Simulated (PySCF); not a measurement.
**TaOF3: how settings move a single point**

Aim: repeat the single point on relaxed TaOF3 with altered settings, some of them bad on purpose. The structure is generated, not taken from experiment.

Method: r2SCAN, Ta def2-SVP with ECP60, O def2-SVP, F def2-SVP; scalar-relativistic core potentials, no spin–orbit coupling; program: PySCF 2.14.0.

5 further runs of the same task are left out: 1 for a known fault of the program, 2 that didn't finish, 2 set aside as unsound or not needed.

## Step 1: Starting geometry

5 atoms, charge 0, spin multiplicity 1.

Bond lengths: Ta1–O2 1.718 Å, Ta1–F3 1.877 Å, Ta1–F4 1.878 Å, Ta1–F5 1.877 Å. Angles: O2–Ta1–F3 106.0°, O2–Ta1–F4 106.3°, O2–Ta1–F5 106.0°, F3–Ta1–F4 113.0°, F3–Ta1–F5 111.8°, F4–Ta1–F5 113.0°.

Coordinates:

```mol
F3OTa
  3D, bonds by distance, orders not assigned

  5  4  0  0  0  0  0  0  0  0999 V2000
   -0.0845   -0.0000   -0.0344 Ta  0  0
    1.3145   -0.0000   -1.0321 O   0  0
    0.0246    1.5541    1.0122 F   0  0
   -1.5594   -0.0000   -1.1968 F   0  0
    0.0246   -1.5541    1.0122 F   0  0
  1  2  8  0
  1  3  8  0
  1  4  8  0
  1  5  8  0
M  END
```

Formal oxidation states: Ta +5. An earlier session relaxed this geometry at r2SCAN, Ta def2-SVP with ECP60, O def2-SVP, F def2-SVP (singlet, point group C3v).

The sound run used a (50, 194) grid (finer on f atoms), a threshold of 1e-8 and at most 55 cycles, and ended at -431.635082 Eh.

## Step 2: Try 1

Input file run.py (the lines that set the calculation):

```python
mol = gto.M(atom='''
Ta    -0.09462     0.00000    -0.03851
O      1.47220     0.00000    -1.15593
F      0.02757     1.74063     1.13369
F     -1.74650     0.00000    -1.34043
F      0.02757    -1.74063     1.13369''',
    basis={'Ta': 'def2-SVP', 'O': 'def2-SVP', 'F': 'def2-SVP'},
    ecp={'Ta': 'def2-SVP'},
    charge=0, spin=0)
mf = dft.RKS(mol, xc='R2SCAN')
mf.grids.atom_grid = (50, 194)
mf = mf.density_fit()  # fitting sets: Ta def2-universal-JKFIT, O def2-universal-JKFIT, F def2-universal-JKFIT
mf.conv_tol = 1e-08; mf.max_cycle = 55
mf.kernel(dm0)  # dm0: free metal ions and neutral atoms
```

On the command line:

```console
OMP_NUM_THREADS=2 python run.py
```

The log of the run:

```text
init E= -436.821745329467
  HOMO = -0.327830439862611  LUMO = -0.107429737064825  gap/eV = 5.99741
cycle= 1 E= -431.392565827461  delta_E= 5.43  |g|= 0.753  |ddm|= 2.76
  HOMO = -0.317117010405304  LUMO = -0.283326848589885  gap/eV = 0.91948
cycle= 2 E= -425.529172863942  delta_E= 5.86  |g|= 3.93  |ddm|= 3.68
  HOMO = -0.377323809408771  LUMO = -0.183777050540838  gap/eV = 5.26668
cycle= 3 E= -431.435776881569  delta_E= -5.91  |g|= 0.675  |ddm|= 3.54
  HOMO = -0.344560732855441  LUMO = -0.17541811347417  gap/eV = 4.60261
cycle= 4 E= -431.512700694315  delta_E= -0.0769  |g|= 0.277  |ddm|= 0.405
  HOMO = -0.303240007906012  LUMO = -0.143760073799809  gap/eV = 4.33967
cycle= 5 E= -431.506234856777  delta_E= 0.00647  |g|= 0.325  |ddm|= 0.452
  HOMO = -0.33122744203057  LUMO = -0.171387097970275  gap/eV = 4.34948
cycle= 6 E= -431.530470434883  delta_E= -0.0242  |g|= 0.0594  |ddm|= 0.277
  HOMO = -0.330336240829903  LUMO = -0.170849495090445  gap/eV = 4.33986
cycle= 7 E= -431.530881273637  delta_E= -0.000411  |g|= 0.0359  |ddm|= 0.0168
  HOMO = -0.329441991636538  LUMO = -0.170748300507601  gap/eV = 4.31828
cycle= 8 E= -431.531067071222  delta_E= -0.000186  |g|= 0.0213  |ddm|= 0.0109
  HOMO = -0.329022096692226  LUMO = -0.170819271313905  gap/eV = 4.30492
cycle= 9 E= -431.531127997818  delta_E= -6.09e-05  |g|= 0.0135  |ddm|= 0.00667
  HOMO = -0.328431191164002  LUMO = -0.170920611129975  gap/eV = 4.28608
cycle= 10 E= -431.531167970518  delta_E= -4e-05  |g|= 0.00111  |ddm|= 0.0092
  HOMO = -0.328421473223978  LUMO = -0.170957081917793  gap/eV = 4.28482
cycle= 11 E= -431.531168219273  delta_E= -2.49e-07  |g|= 0.000132  |ddm|= 0.000753
  HOMO = -0.328433392580961  LUMO = -0.17096381859496  gap/eV = 4.28497
cycle= 12 E= -431.531168223422  delta_E= -4.15e-09  |g|= 1.03e-05  |ddm|= 0.000118
  HOMO = -0.328432706859177  LUMO = -0.170961591786667  gap/eV = 4.28501
Extra cycle  E= -431.531168223108  delta_E= 3.14e-10  |g|= 3.97e-05  |ddm|= 3.64e-05
converged SCF energy = -431.531168223108
```

It took 3 s on 2 threads of Arm Neoverse V2, shared host.

Changed: the scale of all coordinates (1.12). It converges in 12 cycles, +2.828 eV from the sound run, with a largest force component of 6.25 eV/Å. The setting is unsound, so these numbers aren't the compound's.

## Step 3: Try 2

Input file run.py (the lines that set the calculation):

```python
mol = gto.M(atom='''
Ta    -0.08448     0.00000    -0.03438
O      1.31447     0.00000    -1.03208
F      0.02461     1.55414     1.01223
F     -1.55938     0.00000    -1.19681
F      0.02461    -1.55414     1.01223''',
    basis={'Ta': 'def2-SVP', 'O': 'def2-SVP', 'F': 'def2-SVP'},
    ecp={'Ta': 'def2-SVP'},
    charge=0, spin=0)
mf = dft.RKS(mol, xc='R2SCAN')
mf.grids.atom_grid = (50, 194)
mf = mf.density_fit()  # fitting sets: Ta def2-universal-JKFIT, O def2-universal-JKFIT, F def2-universal-JKFIT
mf.conv_tol = 1e-08; mf.max_cycle = 55
mf.kernel(dm0)  # dm0: smeared density
```

On the command line:

```console
OMP_NUM_THREADS=2 python run.py
```

The log of the run:

```text
init E= -431.610380710975
  HOMO = -0.333117414773892  LUMO = -0.0871052734681186  gap/eV = 6.69433
cycle= 1 E= -431.634450856229  delta_E= -0.0241  |g|= 0.0538  |ddm|= 0.0677
  HOMO = -0.318462186546404  LUMO = -0.0930722227116147  gap/eV = 6.13317
cycle= 2 E= -431.624595445966  delta_E= 0.00986  |g|= 0.226  |ddm|= 0.193
  HOMO = -0.329727420005086  LUMO = -0.0888583981857724  gap/eV = 6.55438
cycle= 3 E= -431.635073831686  delta_E= -0.0105  |g|= 0.0064  |ddm|= 0.15
  HOMO = -0.329469121124675  LUMO = -0.0883716269460474  gap/eV = 6.56060
cycle= 4 E= -431.635079776188  delta_E= -5.94e-06  |g|= 0.00368  |ddm|= 0.00596
  HOMO = -0.329602377560601  LUMO = -0.088290645833953  gap/eV = 6.56643
cycle= 5 E= -431.635082400796  delta_E= -2.62e-06  |g|= 0.000373  |ddm|= 0.00238
  HOMO = -0.329662531557557  LUMO = -0.0883378392246805  gap/eV = 6.56678
cycle= 6 E= -431.635082429229  delta_E= -2.84e-08  |g|= 2.87e-05  |ddm|= 0.000337
  HOMO = -0.329658633742908  LUMO = -0.0883337819288046  gap/eV = 6.56678
cycle= 7 E= -431.635082429306  delta_E= -7.71e-11  |g|= 1.86e-05  |ddm|= 2.76e-05
  HOMO = -0.329656437568678  LUMO = -0.0883365309087054  gap/eV = 6.56665
Extra cycle  E= -431.635082428756  delta_E= 5.5e-10  |g|= 5.55e-05  |ddm|= 5.12e-05
converged SCF energy = -431.635082428756
```

Wall time 2.5 s (2 threads of Arm Neoverse V2, shared host).

Changed: the starting guess (smeared density). It converges in 7 cycles, at the sound run's energy within 0.001 eV, with a largest force component of 0.01 eV/Å. The result survives the change.

## Step 4: Try 3

Changes to run.py (the lines that set the calculation) since step 3:

```diff
@@ -12,3 +12,3 @@
 mf = mf.density_fit()  # fitting sets: Ta def2-universal-JKFIT, O def2-universal-JKFIT, F def2-universal-JKFIT
-mf.conv_tol = 1e-08; mf.max_cycle = 55
-mf.kernel(dm0)  # dm0: smeared density
+mf.conv_tol = 0.001; mf.max_cycle = 55
+mf.kernel(dm0)  # dm0: free metal ions and neutral atoms
```

On the command line:

```console
OMP_NUM_THREADS=2 python run.py
```

The log of the run:

```text
init E= -437.171895925043
  HOMO = -0.357836550538283  LUMO = -0.0535254728611292  gap/eV = 8.28073
cycle= 1 E= -431.529946172507  delta_E= 5.64  |g|= 0.709  |ddm|= 2.95
  HOMO = -0.239861099263773  LUMO = -0.149784705805499  gap/eV = 2.45110
cycle= 2 E= -428.781383177765  delta_E= 2.75  |g|= 3.52  |ddm|=  2.8
  HOMO = -0.34119609875905  LUMO = -0.0941271557266944  gap/eV = 6.72309
cycle= 3 E= -431.615637566232  delta_E= -2.83  |g|= 0.34  |ddm|=  2.4
  HOMO = -0.329515672539565  LUMO = -0.0978669488574478  gap/eV = 6.30348
cycle= 4 E= -431.623747243694  delta_E= -0.00811  |g|= 0.243  |ddm|= 0.355
  HOMO = -0.324182536805727  LUMO = -0.0853716793763816  gap/eV = 6.49837
cycle= 5 E= -431.634691934897  delta_E= -0.0109  |g|= 0.0419  |ddm|= 0.177
  HOMO = -0.329206898993825  LUMO = -0.0890390769967057  gap/eV = 6.53530
cycle= 6 E= -431.635049449434  delta_E= -0.000358  |g|= 0.0117  |ddm|= 0.0304
  HOMO = -0.331983067750066  LUMO = -0.0870345362996178  gap/eV = 6.66539
Extra cycle  E= -431.634620087921  delta_E= 0.000429  |g|= 0.0469  |ddm|= 0.0426
converged SCF energy = -431.634620087921
```

Run time: 2.3 s. Hardware: 2 threads of Arm Neoverse V2, shared host.

Changed: the SCF threshold (0.001). It converges in 6 cycles, +0.013 eV from the sound run, with a largest force component of 0.19 eV/Å. The setting is unsound, so these numbers aren't the compound's.

## Step 5: Try 4

Changes to run.py (the lines that set the calculation) since step 4:

```diff
@@ -10,5 +10,5 @@
 mf = dft.RKS(mol, xc='R2SCAN')
-mf.grids.atom_grid = (50, 194)
+mf.grids.atom_grid = (99, 590)
 mf = mf.density_fit()  # fitting sets: Ta def2-universal-JKFIT, O def2-universal-JKFIT, F def2-universal-JKFIT
-mf.conv_tol = 0.001; mf.max_cycle = 55
+mf.conv_tol = 1e-08; mf.max_cycle = 55
 mf.kernel(dm0)  # dm0: free metal ions and neutral atoms
```

On the command line:

```console
OMP_NUM_THREADS=2 python run.py
```

The log of the run:

```text
init E= -437.172918348024
  HOMO = -0.357937211474018  LUMO = -0.053566848632266  gap/eV = 8.28234
cycle= 1 E= -431.531418838594  delta_E= 5.64  |g|= 0.708  |ddm|= 2.95
  HOMO = -0.240067589730592  LUMO = -0.149890426360402  gap/eV = 2.45385
cycle= 2 E= -428.787209389106  delta_E= 2.74  |g|= 3.52  |ddm|=  2.8
  HOMO = -0.341103534839775  LUMO = -0.0943117512128381  gap/eV = 6.71555
cycle= 3 E= -431.617134105247  delta_E= -2.83  |g|= 0.337  |ddm|=  2.4
  HOMO = -0.329524851120537  LUMO = -0.0978783379443956  gap/eV = 6.30342
cycle= 4 E= -431.624857245167  delta_E= -0.00772  |g|= 0.243  |ddm|= 0.352
  HOMO = -0.324232058420868  LUMO = -0.085424167031766  gap/eV = 6.49829
cycle= 5 E= -431.63578306679  delta_E= -0.0109  |g|= 0.0418  |ddm|= 0.177
  HOMO = -0.329241538316817  LUMO = -0.0890850887331507  gap/eV = 6.53499
cycle= 6 E= -431.636138075836  delta_E= -0.000355  |g|= 0.0117  |ddm|= 0.0303
  HOMO = -0.329518236394191  LUMO = -0.0883002894892523  gap/eV = 6.56387
cycle= 7 E= -431.636170289832  delta_E= -3.22e-05  |g|= 0.00177  |ddm|= 0.00974
  HOMO = -0.329694866796802  LUMO = -0.0883700788502608  gap/eV = 6.56678
cycle= 8 E= -431.636170659512  delta_E= -3.7e-07  |g|= 0.000977  |ddm|= 0.00142
  HOMO = -0.329696423888693  LUMO = -0.0883854407971299  gap/eV = 6.56641
cycle= 9 E= -431.636170828848  delta_E= -1.69e-07  |g|= 0.000137  |ddm|= 0.000697
  HOMO = -0.329691988884194  LUMO = -0.0883853397591711  gap/eV = 6.56629
cycle= 10 E= -431.636170832142  delta_E= -3.29e-09  |g|= 3.34e-05  |ddm|= 0.000108
  HOMO = -0.329702479734333  LUMO = -0.0883874957863567  gap/eV = 6.56652
Extra cycle  E= -431.636170829893  delta_E= 2.25e-09  |g|= 0.00011  |ddm|= 9.56e-05
converged SCF energy = -431.636170829893
```

Wall time 7 s (2 threads of Arm Neoverse V2, shared host).

Changed: the integration grid, to (99, 590). It converges in 10 cycles, -0.030 eV from the sound run, with a largest force component of 0.15 eV/Å.

## Step 6: Results

| run | changed | ending | energy change (eV) | cycles | time | usable |
| --- | --- | --- | --- | --- | --- | --- |
| 1 | the scale of all coordinates | converged | +2.828 | 12 | 3 s | no |
| 2 | the starting guess | converged | 0.000 | 7 | 2.5 s | yes |
| 3 | the SCF threshold | converged | +0.013 | 6 | 2.3 s | no |
| 4 | the integration grid | converged | -0.030 | 10 | 7 s | yes |

2 of 4 altered runs give a usable result. 2 ended normally with numbers unfit to quote.
